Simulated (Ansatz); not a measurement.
Runs of Ansatz 0.2.0 on Mn2FeSe3. Symmetry: P-3m1, No. 164, trigonal system. Conventional cell: a = 3.526 Å, b = 3.526 Å, c = 8.565 Å, α = 90.00°, β = 90.00°, γ = 120.00°. Se (site symmetry -3m) is surrounded by 6 Mn at 2.49 Å. Se (site symmetry 3m) has 3 Fe at 2.46 Å and 3 Mn at 2.52 Å as nearest neighbours. Around Fe (site symmetry -3m) lie 6 Se at 2.46 Å. Mn (site symmetry 3m) has 6 Se at 2.49 to 2.52 Å as nearest neighbours. The cell comes from a database or a generator and needn't be the stable form of this composition.

| spin | k mesh | gap on the mesh (eV) | pressure (GPa) | moment (μB) | largest force (eV/Å) |
| --- | --- | --- | --- | --- | --- |
| collinear, ferromagnetic start | 9 × 9 × 3 | none | 17.5 | 4.57 | 0.44 |
| collinear, antiferromagnetic start | 9 × 9 × 3 | none | 17.9 | 2.51 | 0.55 |
| off | 9 × 9 × 3 | none | (a) | - | 0.20 |
| collinear, ferrimagnetic start | 9 × 9 × 3 | none | 17.9 | 2.51 | 0.55 |
| non-collinear, random start | 6 × 6 × 3 | none | 17.2 | 4.45 | (b) |

Alike in all rows: task single point; level PBE; potentials or basis Ansatz PAW; cell as given; cutoff (eV) 420; smearing fermi-dirac 0.05 eV.

Problem. Estimate the missing entries.

Solution. (a) -1.6; (b) 0.50.

Caveats: semilocal functionals often make such compounds metallic where correlation or magnetic order opens a gap, which also shifts bond lengths; the starting moments weren't kept (some runs).

A k mesh can miss the band edges, and the runs leave out spin-orbit coupling on Se.

A gap of «none» marks a metal or a gap under the smearing width.
